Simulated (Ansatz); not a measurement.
# Silver, diamond: r²SCAN0 at the r²SCAN geometry

How do the levels change when part of the exchange is made exact, and what does it cost? Spin polarisation is left out. The geometry was relaxed under r²SCAN beforehand and is kept. Exact exchange is dear, so the k-mesh is coarse, and r²SCAN is run on the same mesh for comparison.

Method: DFT, plane waves (500 eV) with PBE-made PAW files, scalar-relativistic; functionals as named at each step, in Ansatz 0.2.0.

**1. The starting structure**

The structure is cubic, space group Fd-3m (No. 227). Conventional cell: a = 6.095 Å, b = 6.095 Å, c = 6.095 Å, α = 90.00°, β = 90.00°, γ = 90.00°. Ag (site symmetry -43m) is surrounded by 4 Ag at 2.64 Å.

Coordinates:

```
Ag
1.0
     0.00000    3.04733    3.04733
     3.04733    0.00000    3.04733
     3.04733    3.04733    0.00000
Ag
2
Cartesian
  0.7618 0.7618 0.7618
  5.3328 5.3328 5.3328
```

**2. r²SCAN on the coarse mesh**

The run with r²SCAN.

Input file input.yaml:

```yaml
crystal:
  lattice:
    - [0.0, 3.0473280881, 3.0473280881]
    - [3.0473280881, 0.0, 3.0473280881]
    - [3.0473280881, 3.0473280881, 0.0]
  atoms:
    - { symbol: Ag, position: [0.125, 0.125, 0.125] }
    - { symbol: Ag, position: [0.875, 0.875, 0.875] }
hamiltonian:
  xc: r2scan
  pseudopotentials:
    kind: paw
    azcp:
      Ag: "pseudopotentials/Ag.paw.azcp"
basis:
  ecutwfc: 500
  fft_grid_basis: typed
kpoints:
  mp_grid: { grid: [5, 5, 5], shift: [0, 0, 0] }
magnetization:
  spin_polarized: false
scf:
  occupations: { method: fermi_dirac, width: 0.1 }
```

On the command line:

```bash
> ansatz run input.yaml --threads 4 --pin off --max-ram 8192MiB --backend cpu --events-out ev --progress --plain --runs-dir out
```

**3. r²SCAN0, coarse mesh**

The run with r²SCAN0.

Changes to input.yaml since step 2:

```diff
@@ -9,3 +9,3 @@
 hamiltonian:
-  xc: r2scan
+  xc: r2scan0
   pseudopotentials:
```

(Steps that only read results are left out.)

**Question.** What will these runs give? Wanted: r²SCAN: gap; r²SCAN0: gap; r²SCAN0: relative to fcc.

**Answer**, as computed:

| quantity | value |
| --- | --- |
| r²SCAN: gap | none (levels filled in part) |
| r²SCAN0: gap | none (levels filled in part) |
| r²SCAN0: SCF cycles, exchange loops | 36, 4 |
| r²SCAN0: CPU time over that of r²SCAN | 50 |
| r²SCAN0: relative to fcc | +913 meV/atom |

**Reading.** Neither r²SCAN nor r²SCAN0 shows a clean gap on this mesh. The hybrid took 50 times as much CPU time as r²SCAN on the same settings. The exchange operator of r²SCAN0 was renewed in 4 outer loops. To compare with dense-mesh energies, the change of r²SCAN from this mesh and smearing to its dense run (-16.0 meV/atom, from a run not shown) is added. Under r²SCAN0 it lies 913 meV/atom above fcc (computed apart in the same way); on such meshes a few tens of meV are uncertain for metals. Absolute energies differ from functional to functional, by eV per atom at times, and say nothing by themselves.
